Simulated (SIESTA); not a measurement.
Runs of SIESTA 5.4.2 on HPbNO4. The typed cell holds 7 atoms: a = 4.204 Å, b = 4.339 Å, c = 6.729 Å, α = 71.95°, β = 72.29°, γ = 62.23°. The cell was built by a generator and needn't be a form met in nature.

| level | potentials or basis | gap on the mesh (eV) | pressure (GPa) | largest force (eV/Å) |
| --- | --- | --- | --- | --- |
| BLYP | PseudoDojo 0.4 standard (PBE files), DZP (energy shift 0.003 Ry; two zetas on semicore shells) | 2.80 | 5.9 | (b) |
| LDA | PseudoDojo 0.4 standard (LDA files), DZP (energy shift 0.003 Ry; two zetas on semicore shells) | 2.73 | -3.1 | 1.02 |
| RPBE | PseudoDojo 0.4 standard (PBE files), DZP (energy shift 0.003 Ry; two zetas on semicore shells) | 2.84 | 4.7 | 1.31 |
| AM05 | PseudoDojo 0.4 standard (PBEsol files), DZP (energy shift 0.003 Ry; two zetas on semicore shells) | 2.82 | 0.6 | 0.87 |
| PBEsol | PseudoDojo 0.4 standard (PBEsol files), DZP (energy shift 0.003 Ry; two zetas on semicore shells) | 2.80 | (a) | 1.04 |

Alike in all rows: task band structure; no spin polarisation; cell as given; k mesh 7 × 7 × 5; smearing fermi-dirac 0.05 eV; grid cutoff 800 Ry; energy shift 0.003 Ry.

Q: Fill in the values left out.

A: (a) -0.1; (b) 2.18.

Caveats: spin-orbit coupling is left out, which as a rule narrows the gap of such compounds by several tenths of an eV; the basis of atomic orbitals isn't converged, which shifts pressures, moduli and gaps; the potentials were made for another functional, which shifts forces and pressure (some runs); forces of over 1 eV/Å show positions far from the minimum, so gaps and moduli don't describe the material at rest (some runs).

A k mesh can miss the band edges, and the runs leave out spin-orbit coupling on Pb.

Runs at the PBE level aren't shown here.
